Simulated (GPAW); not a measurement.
Runs of GPAW 26.7.0 on TaAs. It takes space group I4_1md (No. 109, tetragonal). The conventional cell has a = 3.444 Å, b = 3.444 Å, c = 11.736 Å, α = 90.00°, β = 90.00°, γ = 90.00°. Around Ta (site symmetry 2mm) lie 6 As at 2.61 to 2.62 Å. Around As (site symmetry 2mm) lie 6 Ta at 2.61 to 2.62 Å. The cell is a database's computed one.

```csv
task,level,potentials or basis,U,cutoff (eV),maxiter,band path,band points,convergence,gap on the mesh (eV),pressure (GPa),largest force (eV/Å)
band structure,LDA,"the program's PAW data sets (release 1.2.1) made for this functional, pw",-,600,150,"GXYSGZS1NPY1Z,XP",60,-,-,-7.1,0.02
single point,LDA,"the program's PAW data sets (release 1.2.1) made for this functional, pw",-,450,120,-,-,default,(a),(b),0.02
single point,SCAN+U,"GPAW PAW data sets (gpaw-data 1.2.1), pw",Ta d U = 1 eV,450,120,-,-,default,none,-2.8,0.01
band structure,PBEsol,"PAW data sets generated in the run's folder for this functional, pw",-,600,150,"GXYSGZS1NPY1Z,XP",60,-,-,-3.2,0.02
```

Alike in all rows: no spin polarisation; cell as given; k mesh 7 × 7 × 7; smearing fermi-dirac 0.05 eV; the mesh is coarse, so values aren't converged.

Task: Estimate the missing entries.

Result: (a) 0.08; (b) -7.3.

Caveats: some runs use coarse meshes; the cutoff is short for stress and forces, so pressures can be off by a GPa or more (some runs); spin-orbit coupling is left out, which moves the levels of the heavy elements (some runs); an odd mesh through Γ misses points on the zone boundary, where band edges often lie (some runs); the PAW data sets were made with another functional, which shifts forces and pressure a little (some runs); U without spin polarisation on a metal has little footing (some runs); the U is typed as a test and isn't derived for this compound (some runs).

A k mesh can miss the band edges, and the runs leave out spin-orbit coupling on As, Ta.

A gap of «none» marks a metal or a gap under the smearing width.

Not every run made on this cell is shown here.
